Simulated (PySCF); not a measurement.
# C5H6FNO2: the cost of one run

Computed with PySCF 2.14.0 and routines of our own; the level stands in each step. Atoms count from 0.

## (1) The starting structure

15 atoms, charge 0, multiplicity 1; geometry from: GFN2-xTB.

## (2) Magnetic properties: GIAO BHandHLYP/pcSseg-1

The job: settings as JSON, then the geometry in Å.

```
{"job": {"kind": "mag", "xc": "BHandHLYP", "basis": "pcSseg-1", "isotopologues": 0}, "charge": 0, "multiplicity": 1}
N     -3.655223     0.574289     1.047310
C     -2.534152     0.475964     0.855958
C     -1.113571     0.342801     0.595076
F     -0.599904     1.572862     0.217769
C     -0.864229    -0.680019    -0.532939
O      0.417499    -1.241753    -0.529502
C      1.477218    -0.347738    -0.781954
C      2.043593     0.324294     0.449689
O      1.690685     0.134046     1.575940
H     -0.586468     0.046641     1.513405
H     -1.072523    -0.179347    -1.491663
H     -1.549005    -1.522901    -0.410882
H      2.285881    -0.942771    -1.223580
H      1.190809     0.427165    -1.508249
H      2.864977     1.024457     0.201710
```

With the program's defaults for keys left out, this is: GIAO BHandHLYP/pcSseg-1 magnetisability, rotational g tensor and spin-rotation constants, non-relativistic, gas phase.

Run with:

```
$ OMP_NUM_THREADS=1 python excited_run.py task.json out
```

The driver reads the jobs from task.json and runs them one after another.

Q: Estimate the wall time and peak memory of this first job on 1 thread of Arm Neoverse V1, shared host.

About 33 s, with a peak of 0.99 GiB.
